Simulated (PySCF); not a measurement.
# Nd(OH)2: other functionals and bases at one geometry

Aim: see how levels, charges and forces of Nd(OH)2 depend on the level of theory. The species was built from a template and needn't be a known compound.

Method: several levels, as the steps say, no spin–orbit coupling; program: PySCF 2.14.0.

1 further run of the same task is left out (for a known fault of the program).

## 1. The system as given

5 atoms, charge 0, spin multiplicity 1.

Bond lengths: Nd1–O2 2.198 Å, Nd1–O4 2.198 Å, O2–H3 0.959 Å, O4–H5 0.959 Å. Angles: O2–Nd1–O4 127.0°, Nd1–O2–H3 165.3°, Nd1–O4–H5 165.3°.

Coordinates:

```
Nd    0.00000    0.00000   -0.42989
O     1.96695   -0.03839    0.55125
H     2.68797   -0.05226    1.18359
O    -1.96695    0.03839    0.55125
H    -2.68797    0.05226    1.18359
```

Formal oxidation states: Nd +2. Each metal's 4 4f electrons lie in its core potential, so multiplicities, spins and levels count the valence alone. An earlier session relaxed this geometry at PBE0, Nd lcecp-0-SVP with ECP50, O def2-SVP, H def2-SVP (singlet, point group C2v).

At PBE0 on the finer grid: E = -179.228923 Eh, frontier levels not given, since the 4f levels lie in the core, Mulliken charge on Nd1 +0.87 e, largest force component 0.016 eV/Å. 

Levels to run: r2SCAN; wB97X; PBE0, TZVP. Hardware: 2 threads of Intel Xeon Platinum 8259CL at 2.50GHz (Skylake/Cascade Lake), shared host.

## 2. r2SCAN

File run.py (the lines that set the calculation):

```python
mol = gto.M(atom='''
Nd     0.00000     0.00000    -0.42989
O      1.96695    -0.03839     0.55125
H      2.68797    -0.05226     1.18359
O     -1.96695     0.03839     0.55125
H     -2.68797     0.05226     1.18359''',
    basis={'Nd': 'lcecp-0-SVP', 'O': 'def2-SVP', 'H': 'def2-SVP'},
    ecp={'Nd': 'lcecp-0-SVP'},
    charge=0, spin=0)
mf = dft.RKS(mol, xc='R2SCAN')
mf.grids.atom_grid = (75, 302)  # f atoms: unpruned, at least (60, 302)
mf = mf.density_fit()  # fitting sets: Nd AutoAux, O def2-universal-JKFIT, H def2-universal-JKFIT
mf.conv_tol = 1e-08; mf.max_cycle = 55
mf.kernel(dm0)  # dm0: the density of the relaxed state
```

Command:

```
$ OMP_NUM_THREADS=2 python run.py
```

## 3. wB97X

Changes to run.py (the lines that set the calculation) since step 2:

```diff
@@ -9,3 +9,3 @@
     charge=0, spin=0)
-mf = dft.RKS(mol, xc='R2SCAN')
+mf = dft.RKS(mol, xc='WB97X')
 mf.grids.atom_grid = (75, 302)  # f atoms: unpruned, at least (60, 302)
```

## 4. PBE0, TZVP

Basis: Nd lcecp-0-TZVP with ECP50, O def2-TZVP, H def2-TZVP. 

File run.py (the lines that set the calculation):

```python
mol = gto.M(atom='''
Nd     0.00000     0.00000    -0.42989
O      1.96695    -0.03839     0.55125
H      2.68797    -0.05226     1.18359
O     -1.96695     0.03839     0.55125
H     -2.68797     0.05226     1.18359''',
    basis={'Nd': 'lcecp-0-TZVP', 'O': 'def2-TZVP', 'H': 'def2-TZVP'},
    ecp={'Nd': 'lcecp-0-TZVP'},
    charge=0, spin=0)
mf = dft.RKS(mol, xc='PBE0')
mf.grids.atom_grid = (75, 302)  # f atoms: unpruned, at least (60, 302)
mf = mf.density_fit()  # fitting sets: Nd AutoAux, O def2-universal-JKFIT, H def2-universal-JKFIT
mf.conv_tol = 1e-08; mf.max_cycle = 55
mf.kernel(dm0)  # dm0: free metal ions and neutral atoms
```

Q: Predict the outcome of this session. Wanted: for each run, charge on Nd1; dipole; largest force.

**Answer**, as computed:

| level | state | charge on Nd1 (e) | dipole (D) | largest force (eV/Å) | basis functions | time |
| --- | --- | --- | --- | --- | --- | --- |
| PBE0 (relaxed here) | singlet | 0.87 | 3.47 | 0.02 | 69 | 9.8 s |
| r2SCAN | singlet | 0.84 | 3.42 | 0.20 | 69 | 7.5 s |
| wB97X | singlet | 0.90 | 3.66 | 0.17 | 69 | 5.3 s |
| PBE0, TZVP | singlet | 1.21 | 3.83 | 0.21 | 121 | 10 s |

Times are on 2 threads of Intel Xeon Platinum 8259CL at 2.50GHz (Skylake/Cascade Lake), shared host; the first row also made further properties.

The largest leftover force, 0.21 eV/Å with PBE0, TZVP, stands at a geometry relaxed at another level. The Mulliken charge on Nd spans +0.84 to +1.21 e over the levels. With 4f in the core, its levels are missing from HOMO and gap. Total energies of different levels can't be compared. Spin–orbit coupling is left out throughout.
